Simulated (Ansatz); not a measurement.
# C6HF4 radical: energies up the ladder, part 2 of 2

The task, for C6HF4 radical: energies up the ladder. Spin multiplicity 2.

Ansatz 0.2.0, Gaussian bases.

### Step 8. Single point, B3LYP-D4/def2-TZVPPD

Contents of input.yaml:

```yaml
crystal:
  periodic: [false, false, false]
  atoms:
    - { symbol: F, position_ang: [2.51022689, -1.0853184, -0.08490244] }
    - { symbol: C, position_ang: [1.29126331, -0.5666091, -0.04410436] }
    - { symbol: C, position_ang: [0.16106464, -1.33243023, -0.05507557] }
    - { symbol: C, position_ang: [-1.11889137, -0.85908086, -0.01501942] }
    - { symbol: F, position_ang: [-2.17905498, -1.65436217, -0.02832186] }
    - { symbol: C, position_ang: [-1.26702209, 0.52299022, 0.04157524] }
    - { symbol: F, position_ang: [-2.48990638, 1.0421021, 0.08247024] }
    - { symbol: C, position_ang: [-0.1637382, 1.3551596, 0.05559403] }
    - { symbol: C, position_ang: [1.10588575, 0.81094219, 0.0129356] }
    - { symbol: F, position_ang: [2.16976199, 1.60755148, 0.02623374] }
    - { symbol: H, position_ang: [-0.29344956, 2.42846516, 0.09979479] }
magnetization:
  spin_polarized: true
  initial_magnetization: 1
basis:
  gaussian: { orbitals: def2-TZVPPD.json }
hamiltonian:
  xc: { name: B3LYP }
  dispersion: d4
```

The run is started by

```console
$ ansatz run input.yaml --threads 8 --pin off --max-ram 22528MiB --backend cpu --events-out ev --progress --plain --runs-dir out
```

Output:

```text
Warning: RAYON_NUM_THREADS=8 ignored (pool sized by the plan → 8); use --threads N
Engine: ansatz 0.2.0, x86_64-unknown-linux-gnu
Functional definition: B3LYP
  parameter a0 = 0.2
  parameter ax = 0.72
  parameter ac = 0.81
  exchange = (1 - a0 - ax)*slater_x + ax*b88_x + a0*exact_x
  correlation = (1 - ac)*vwn_rpa_c + ac*lyp_c
1891 factors; their error is unknown
mean field evaluation 1: about -17098.7949 eV, gradient 4.6e1 eV
mean field evaluation 2: about -17082.1094 eV, gradient 6.5e1 eV
mean field evaluation 4: about -17107.7827 eV, gradient 1.6e1 eV
mean field evaluation 8: about -17109.1791 eV, gradient 5.8e-1 eV
mean field evaluation 16: about -17109.1971 eV, gradient 1.0e-2 eV
mean field -17109.19708416 eV, -628.7513958126 hartree, gradient 3.4e-5 eV, S^2 0.757792; 0 other end points of the search recorded, 0 dependent functions left out
reference -17109.19741963 eV, -628.7514081409 hartree; 37, 36 occupied and 362, 363 virtual orbitals, 1891 factors
Total energy: -17109.70958092 eV, -628.7702297210 hartree
```

Wall time 18 s (8 threads of Intel Xeon Platinum 8488C (Sapphire Rapids), shared host); peak memory 3.1 GiB.

### Step 9. Single point, wB97M-V/def2-TZVPPD

Changes to input.yaml since step 8:

```diff
@@ -20,3 +20,2 @@
 hamiltonian:
-  xc: { name: B3LYP }
-  dispersion: d4
+  xc: { name: wB97M-V }
```

The run is started by

```console
$ ansatz run input.yaml --threads 8 --pin off --max-ram 22528MiB --backend cpu --events-out ev --progress --plain --runs-dir out
```

Output (excerpt; [...] marks lines left out):

```text
Warning: RAYON_NUM_THREADS=8 ignored (pool sized by the plan → 8); use --threads N
[...]
Functional definition: wB97M-V
[...]
  gx(w, u) = 1 - cx + cx01*u + cx10*w
  gss(w, u) = css00 + css04*u^4 + css10*w + css20*w^2 + css43*w^4*u^3
  gos(w, u) = cos00 + cos10*w + (cos20 + cos21*u)*w^2 + (cos60 + cos61*u)*w^6
[...]
      + integral(e_c_pw_mod_opposite_spin*gos(b97_w_opposite, b97_u_opposite)) + vv10(b, c)
1891 factors; their error is unknown
508 factors; integrals over basis functions are off by at most 2.3e-5 eV
[...]
mean field -17104.85125109 eV, -628.5916893928 hartree, gradient 1.5e-5 eV, S^2 0.759423; 0 other end points of the search recorded, 0 dependent functions left out
reference -17104.85133315 eV, -628.5916924085 hartree; 37, 36 occupied and 362, 363 virtual orbitals, 1891 factors
Total energy: -17104.85133315 eV, -628.5916924085 hartree
```

Run time: 69 s. Hardware: 8 threads of Intel Xeon Platinum 8488C (Sapphire Rapids), shared host; peak memory 4.1 GiB.

### Step 10. Single point, B2PLYP/def2-TZVPPD

Changes to input.yaml since step 9:

```diff
@@ -20,2 +20,2 @@
 hamiltonian:
-  xc: { name: wB97M-V }
+  xc: { name: B2PLYP }
```

The run is started by

```console
$ ansatz run input.yaml --threads 8 --pin off --max-ram 22528MiB --backend cpu --events-out ev --progress --plain --runs-dir out
```

Output (excerpt; [...] marks lines left out):

```text
Warning: RAYON_NUM_THREADS=8 ignored (pool sized by the plan → 8); use --threads N
[...]
Functional definition: B2PLYP
[...]
2535 factors; integrals over basis functions are off by at most 1.0e-3 eV
[...]
mean field -17081.78503292 eV, -627.7440215101 hartree, gradient 9.9e-6 eV, S^2 0.778947; 3 other end points of the search recorded, 0 dependent functions left out
10 core orbitals not correlated: weight in the atoms' cores, before any rotation towards them, 1.000 or more for the frozen orbitals, at most 0.000 for the correlated occupied ones
reference -17081.78523695 eV, -627.7440290082 hartree; 27, 26 occupied and 362, 363 virtual orbitals, 2535 factors
second order -61.09218783 eV of doubles, -0.00000000 eV of singles
Total energy: -17098.28012767 eV, -628.3502050612 hartree
```

Wall time 36 s (8 threads of Intel Xeon Platinum 8488C (Sapphire Rapids), shared host); peak memory 2.9 GiB.

### Step 11. Single point, PBE0-D4/def2-TZVPPD

Changes to input.yaml since step 10:

```diff
@@ -20,2 +20,3 @@
 hamiltonian:
-  xc: { name: B2PLYP }
+  xc: pbe0
+  dispersion: d4
```

The run is started by

```console
$ ansatz run input.yaml --threads 8 --pin off --max-ram 22528MiB --backend cpu --events-out ev --progress --plain --runs-dir out
```

Output:

```text
Warning: RAYON_NUM_THREADS=8 ignored (pool sized by the plan → 8); use --threads N
[... 2 set-up lines as earlier in the session ...]
  parameter a = 0.25
[... 2 set-up lines as earlier in the session ...]
  exchange = (1 - a)*pbe_x(kappa = kappa, mu = beta*pi^2/3) + a*exact_x
[... 1 set-up line as earlier in the session ...]
1891 factors; their error is unknown
mean field evaluation 1: about -17082.7104 eV, gradient 4.1e1 eV
mean field evaluation 2: about -17071.3454 eV, gradient 5.9e1 eV
mean field evaluation 4: about -17090.2551 eV, gradient 1.6e1 eV
mean field evaluation 8: about -17091.7109 eV, gradient 5.2e-1 eV
mean field evaluation 16: about -17091.7470 eV, gradient 1.3e-2 eV
mean field -17091.74700359 eV, -628.1101171797 hartree, gradient 3.8e-5 eV, S^2 0.761612; 0 other end points of the search recorded, 0 dependent functions left out
reference -17091.74705518 eV, -628.1101190758 hartree; 37, 36 occupied and 362, 363 virtual orbitals, 1891 factors
Total energy: -17092.01560502 eV, -628.1199881002 hartree
```

Wall time 10 s (8 threads of Intel Xeon Platinum 8488C (Sapphire Rapids), shared host); peak memory 2.2 GiB.

### Step 12. Single point, LDA/def2-TZVPPD

Changes to input.yaml since step 11:

```diff
@@ -20,3 +20,2 @@
 hamiltonian:
-  xc: pbe0
-  dispersion: d4
+  xc: lda
```

The run is started by

```console
$ ansatz run input.yaml --threads 8 --pin off --max-ram 22528MiB --backend cpu --events-out ev --progress --plain --runs-dir out
```

Output:

```text
Warning: RAYON_NUM_THREADS=8 ignored (pool sized by the plan → 8); use --threads N
[... 1 set-up line as earlier in the session ...]
Functional definition: SPW92
  exchange = slater_x
  correlation = pw_c
1891 factors; their error is unknown
mean field evaluation 1: about -16969.0140 eV, gradient 5.6e1 eV
mean field evaluation 2: about -16923.0195 eV, gradient 1.0e2 eV
mean field evaluation 4: about -16981.3907 eV, gradient 2.4e1 eV
mean field evaluation 8: about -16984.6141 eV, gradient 9.9e-1 eV
mean field evaluation 16: about -16984.5747 eV, gradient 1.6e-2 eV
mean field evaluation 32: about -16984.2383 eV, gradient 2.3e0 eV
mean field -16984.57466443 eV, -624.1716063596 hartree, gradient 4.1e-5 eV, S^2 0.755741; 2 other end points of the search recorded, 0 dependent functions left out
reference -16984.57473435 eV, -624.1716089290 hartree; 37, 36 occupied and 362, 363 virtual orbitals, 1891 factors
Total energy: -16984.57473435 eV, -624.1716089290 hartree
```

It took 5 s on 8 threads of Intel Xeon Platinum 8488C (Sapphire Rapids), shared host; peak memory 1.1 GiB.

### Step 13. Single point, PBE0-D4/def2-SVPD

Changes to input.yaml since step 12:

```diff
@@ -18,4 +18,5 @@
 basis:
-  gaussian: { orbitals: def2-TZVPPD.json }
+  gaussian: { orbitals: def2-SVPD }
 hamiltonian:
-  xc: lda
+  xc: pbe0
+  dispersion: d4
```

The run is started by

```console
$ ansatz run input.yaml --threads 8 --pin off --max-ram 22528MiB --backend cpu --events-out ev --progress --plain --runs-dir out
```

Output (excerpt; [...] marks lines left out):

```text
Warning: RAYON_NUM_THREADS=8 ignored (pool sized by the plan → 8); use --threads N
[... 7 set-up lines as earlier in the session ...]
1818 factors; their error is unknown
mean field evaluation 1: about -17065.5304 eV, gradient 3.6e1 eV
mean field evaluation 2: about -17056.2797 eV, gradient 5.3e1 eV
mean field evaluation 4: about -17071.3578 eV, gradient 1.5e1 eV
mean field evaluation 8: about -17072.8009 eV, gradient 4.5e-1 eV
mean field evaluation 16: about -17072.8180 eV, gradient 1.0e-2 eV
mean field -17072.81797502 eV, -627.4144882105 hartree, gradient 1.9e-5 eV, S^2 0.762019; 0 other end points of the search recorded, 0 dependent functions left out
reference -17072.81802002 eV, -627.4144898639 hartree; 37, 36 occupied and 183, 184 virtual orbitals, 1818 factors
Total energy: -17073.08656985 eV, -627.4243588884 hartree
```

It took 3.7 s on 8 threads of Intel Xeon Platinum 8488C (Sapphire Rapids), shared host; peak memory 1 GiB.

### Step 14. Single point, PBE-D4/def2-SVPD

Changes to input.yaml since step 13:

```diff
@@ -20,3 +20,3 @@
 hamiltonian:
-  xc: pbe0
+  xc: pbe
   dispersion: d4
```

The run is started by

```console
$ ansatz run input.yaml --threads 8 --pin off --max-ram 22528MiB --backend cpu --events-out ev --progress --plain --runs-dir out
```

Output (excerpt; [...] marks lines left out):

```text
Warning: RAYON_NUM_THREADS=8 ignored (pool sized by the plan → 8); use --threads N
[... 6 set-up lines as earlier in the session ...]
1818 factors; their error is unknown
mean field evaluation 1: about -17062.3255 eV, gradient 4.4e1 eV
mean field evaluation 2: about -17033.2703 eV, gradient 7.5e1 eV
mean field evaluation 4: about -17071.4890 eV, gradient 1.6e1 eV
mean field evaluation 8: about -17073.0003 eV, gradient 8.4e-1 eV
mean field evaluation 16: about -17072.8690 eV, gradient 6.6e-3 eV
mean field evaluation 32: about -17072.5918 eV, gradient 6.7e0 eV
mean field -17072.86904264 eV, -627.4163649106 hartree, gradient 4.3e-5 eV, S^2 0.756890; 2 other end points of the search recorded, 0 dependent functions left out
reference -17072.86910105 eV, -627.4163670571 hartree; 37, 36 occupied and 183, 184 virtual orbitals, 1818 factors
Total energy: -17073.18875986 eV, -627.4281143020 hartree
```

Run time: 3.4 s. Hardware: 8 threads of Intel Xeon Platinum 8488C (Sapphire Rapids), shared host; peak memory 0.46 GiB.

### Step 15. The anion of multiplicity 1 at the same geometry, PBE0-D4/def2-TZVPPD

Changes to input.yaml since step 14:

```diff
@@ -14,9 +14,7 @@
     - { symbol: H, position_ang: [-0.29344956, 2.42846516, 0.09979479] }
-magnetization:
-  spin_polarized: true
-  initial_magnetization: 1
+total_charge: -1
 basis:
-  gaussian: { orbitals: def2-SVPD }
+  gaussian: { orbitals: def2-TZVPPD.json }
 hamiltonian:
-  xc: pbe
+  xc: pbe0
   dispersion: d4
```

The run is started by

```console
$ ansatz run input.yaml --threads 8 --pin off --max-ram 22528MiB --backend cpu --events-out ev --progress --plain --runs-dir out
```

Output (excerpt; [...] marks lines left out):

```text
Warning: RAYON_NUM_THREADS=8 ignored (pool sized by the plan → 8); use --threads N
[... 7 set-up lines as earlier in the session ...]
1891 factors; their error is unknown
mean field evaluation 1: about -17086.7577 eV, gradient 5.7e1 eV
mean field evaluation 2: about -17053.9623 eV, gradient 1.0e2 eV
mean field evaluation 4: about -17093.8191 eV, gradient 1.1e1 eV
mean field evaluation 8: about -17094.1102 eV, gradient 2.4e-1 eV
mean field evaluation 16: about -17094.1444 eV, gradient 2.2e-3 eV
mean field -17094.14443921 eV, -628.1982213136 hartree, gradient 4.1e-5 eV, S^2 0.000000; 0 other end points of the search recorded, 0 dependent functions left out
reference -17094.14448838 eV, -628.1982231206 hartree; 37, 37 occupied and 362, 362 virtual orbitals, 1891 factors
Total energy: -17094.43553676 eV, -628.2089189512 hartree
```

Wall time 4.1 s (8 threads of Intel Xeon Platinum 8488C (Sapphire Rapids), shared host); peak memory 1.3 GiB.

### Step 16. The anion of multiplicity 1 at the same geometry, PBE-D4/def2-TZVPPD

Changes to input.yaml since step 15:

```diff
@@ -18,3 +18,3 @@
 hamiltonian:
-  xc: pbe0
+  xc: pbe
   dispersion: d4
```

The run is started by

```console
$ ansatz run input.yaml --threads 8 --pin off --max-ram 22528MiB --backend cpu --events-out ev --progress --plain --runs-dir out
```

Output (excerpt; [...] marks lines left out):

```text
Warning: RAYON_NUM_THREADS=8 ignored (pool sized by the plan → 8); use --threads N
[... 6 set-up lines as earlier in the session ...]
1891 factors; their error is unknown
mean field evaluation 1: about -17080.5591 eV, gradient 7.7e1 eV
mean field evaluation 2: about -16968.7435 eV, gradient 1.8e2 eV
mean field evaluation 4: about -17091.9336 eV, gradient 3.0e1 eV
mean field evaluation 8: about -17094.1953 eV, gradient 6.7e-1 eV
mean field evaluation 16: about -17094.1499 eV, gradient 8.6e-3 eV
mean field -17094.14987618 eV, -628.1984211186 hartree, gradient 7.8e-5 eV, S^2 0.000000; 0 other end points of the search recorded, 0 dependent functions left out
reference -17094.14993615 eV, -628.1984233227 hartree; 37, 37 occupied and 362, 362 virtual orbitals, 1891 factors
Total energy: -17094.49622209 eV, -628.2111490960 hartree
```

Wall time 2.7 s (8 threads of Intel Xeon Platinum 8488C (Sapphire Rapids), shared host); peak memory 0.84 GiB.

### Step 17. The anion of multiplicity 1 at the same geometry, r2SCAN-D4/def2-TZVPPD

Changes to input.yaml since step 16:

```diff
@@ -18,3 +18,3 @@
 hamiltonian:
-  xc: pbe
+  xc: r2scan
   dispersion: d4
```

The run is started by

```console
$ ansatz run input.yaml --threads 8 --pin off --max-ram 22528MiB --backend cpu --events-out ev --progress --plain --runs-dir out
```

Output (excerpt; [...] marks lines left out):

```text
Warning: RAYON_NUM_THREADS=8 ignored (pool sized by the plan → 8); use --threads N
[... 7 set-up lines as earlier in the session ...]
1891 factors; their error is unknown
mean field evaluation 1: about -17093.5646 eV, gradient 6.7e1 eV
mean field evaluation 2: about -17042.3253 eV, gradient 1.3e2 eV
mean field evaluation 4: about -17103.3313 eV, gradient 1.6e1 eV
mean field evaluation 8: about -17103.9560 eV, gradient 2.5e-1 eV
mean field evaluation 16: about -17103.9228 eV, gradient 4.3e-3 eV
mean field -17103.92282037 eV, -628.5575701935 hartree, gradient 1.5e-5 eV, S^2 0.000000; 0 other end points of the search recorded, 0 dependent functions left out
reference -17103.92284288 eV, -628.5575710205 hartree; 37, 37 occupied and 362, 362 virtual orbitals, 1891 factors
Total energy: -17104.01107054 eV, -628.5608133272 hartree
```

Run time: 4.4 s. Hardware: 8 threads of Intel Xeon Platinum 8488C (Sapphire Rapids), shared host; peak memory 0.88 GiB.

### Step 18. The anion of multiplicity 1 at the same geometry, B3LYP-D4/def2-TZVPPD

Changes to input.yaml since step 17:

```diff
@@ -18,3 +18,3 @@
 hamiltonian:
-  xc: r2scan
+  xc: { name: B3LYP }
   dispersion: d4
```

The run is started by

```console
$ ansatz run input.yaml --threads 8 --pin off --max-ram 22528MiB --backend cpu --events-out ev --progress --plain --runs-dir out
```

Output (excerpt; [...] marks lines left out):

```text
Warning: RAYON_NUM_THREADS=8 ignored (pool sized by the plan → 8); use --threads N
[... 7 set-up lines as earlier in the session ...]
1891 factors; their error is unknown
mean field evaluation 1: about -17103.0326 eV, gradient 6.2e1 eV
mean field evaluation 2: about -17062.8746 eV, gradient 1.1e2 eV
mean field evaluation 4: about -17111.2924 eV, gradient 1.3e1 eV
mean field evaluation 8: about -17111.7078 eV, gradient 3.4e-1 eV
mean field evaluation 16: about -17111.7246 eV, gradient 2.2e-3 eV
mean field -17111.72464502 eV, -628.8442819609 hartree, gradient 5.4e-5 eV, S^2 0.000000; 0 other end points of the search recorded, 0 dependent functions left out
reference -17111.72496065 eV, -628.8442935601 hartree; 37, 37 occupied and 362, 362 virtual orbitals, 1891 factors
Total energy: -17112.27935431 eV, -628.8646671512 hartree
```

Run time: 4.3 s. Hardware: 8 threads of Intel Xeon Platinum 8488C (Sapphire Rapids), shared host; peak memory 1.3 GiB.

### Step 19. The anion of multiplicity 1 at the same geometry, wB97M-V/def2-TZVPPD

Changes to input.yaml since step 18:

```diff
@@ -18,3 +18,2 @@
 hamiltonian:
-  xc: { name: B3LYP }
-  dispersion: d4
+  xc: { name: wB97M-V }
```

The run is started by

```console
$ ansatz run input.yaml --threads 8 --pin off --max-ram 22528MiB --backend cpu --events-out ev --progress --plain --runs-dir out
```

Output (excerpt; [...] marks lines left out):

```text
Warning: RAYON_NUM_THREADS=8 ignored (pool sized by the plan → 8); use --threads N
[...]
[... 1 set-up line as earlier in the session ...]
[...]
  gx(w, u) = 1 - cx + cx01*u + cx10*w
  gss(w, u) = css00 + css04*u^4 + css10*w + css20*w^2 + css43*w^4*u^3
  gos(w, u) = cos00 + cos10*w + (cos20 + cos21*u)*w^2 + (cos60 + cos61*u)*w^6
[...]
      + integral(e_c_pw_mod_opposite_spin*gos(b97_w_opposite, b97_u_opposite)) + vv10(b, c)
1891 factors; their error is unknown
508 factors; integrals over basis functions are off by at most 2.3e-5 eV
[...]
mean field -17107.41386906 eV, -628.6858638664 hartree, gradient 8.7e-5 eV, S^2 0.000000; 0 other end points of the search recorded, 0 dependent functions left out
reference -17107.41394566 eV, -628.6858666814 hartree; 37, 37 occupied and 362, 362 virtual orbitals, 1891 factors
Total energy: -17107.41394566 eV, -628.6858666814 hartree
```

Wall time 9.2 s (8 threads of Intel Xeon Platinum 8488C (Sapphire Rapids), shared host); peak memory 1.7 GiB.

### Step 20. The anion of multiplicity 1 at the same geometry, B2PLYP/def2-TZVPPD

Changes to input.yaml since step 19:

```diff
@@ -18,2 +18,2 @@
 hamiltonian:
-  xc: { name: wB97M-V }
+  xc: { name: B2PLYP }
```

The run is started by

```console
$ ansatz run input.yaml --threads 8 --pin off --max-ram 22528MiB --backend cpu --events-out ev --progress --plain --runs-dir out
```

Output (excerpt; [...] marks lines left out):

```text
Warning: RAYON_NUM_THREADS=8 ignored (pool sized by the plan → 8); use --threads N
[...]
[... 1 set-up line as earlier in the session ...]
[...]
2535 factors; integrals over basis functions are off by at most 1.0e-3 eV
[...]
mean field -17083.78738608 eV, -627.8176066315 hartree, gradient 5.1e-6 eV, S^2 0.000000; 0 other end points of the search recorded, 0 dependent functions left out
10 core orbitals not correlated: weight in the atoms' cores, before any rotation towards them, 1.000 or more for the frozen orbitals, at most 0.000 for the correlated occupied ones
reference -17083.78759083 eV, -627.8176141557 hartree; 27, 27 occupied and 362, 362 virtual orbitals, 2535 factors
second order -62.99923557 eV of doubles, -0.00000000 eV of singles
Total energy: -17100.79738443 eV, -628.4427125410 hartree
```

Run time: 13 s. Hardware: 8 threads of Intel Xeon Platinum 8488C (Sapphire Rapids), shared host; peak memory 2.3 GiB.

### Step 21. The levels compared

```
             level  F1–C2 (Å)  C2–C3 (Å)  C2–C9 (Å)  rotational constants (MHz)  dipole (D)  highest frequency (cm⁻¹)  CPU time
PBE0-D4/def2-TZVPD     1.3254     1.3653     1.3911      2366.3, 1029.4, 717.32        0.85                         -   7.2 min
 PBE0-D4/def2-SVPD     1.3245     1.3728     1.3983      2353.5, 1023.6, 713.33        0.85                      3246   2.5 min
```

Constants are for the commonest isotopes at the equilibrium geometry; times are CPU times of the relaxations.

### Step 22. Vertical electron affinity

```
                level  vertical electron affinity (eV)  from B2PLYP/def2-TZVPPD (eV)  CPU time of both
  PBE0-D4/def2-TZVPPD                            2.420                        -0.097           1.7 min
   PBE-D4/def2-TZVPPD                            2.495                        -0.023              69 s
r2SCAN-D4/def2-TZVPPD                            2.311                        -0.207              88 s
 B3LYP-D4/def2-TZVPPD                            2.570                        +0.053           2.7 min
  wB97M-V/def2-TZVPPD                            2.563                        +0.045           9.9 min
   B2PLYP/def2-TZVPPD                            2.517                        -0.000           6.1 min
```

### Step 23. Summary of results

What follows sums up all 2 parts.

```
                                      quantity             value
                    F1–C2 at PBE0-D4/def2-SVPD           1.325 Å
                    C2–C3 at PBE0-D4/def2-SVPD           1.373 Å
                    C2–C9 at PBE0-D4/def2-SVPD           1.398 Å
              frequencies at PBE0-D4/def2-SVPD  126 to 3246 cm⁻¹
vertical electron affinity, B2PLYP/def2-TZVPPD          2.517 eV
```

What this shows: The F1–C2 distance agrees within 0.002 Å over the levels. No mode is imaginary, so the geometry is a minimum. For the vertical electron affinity, PBE-D4/def2-TZVPPD comes nearest to B2PLYP/def2-TZVPPD (-0.02 eV) and r2SCAN-D4/def2-TZVPPD is farthest (-0.21 eV).
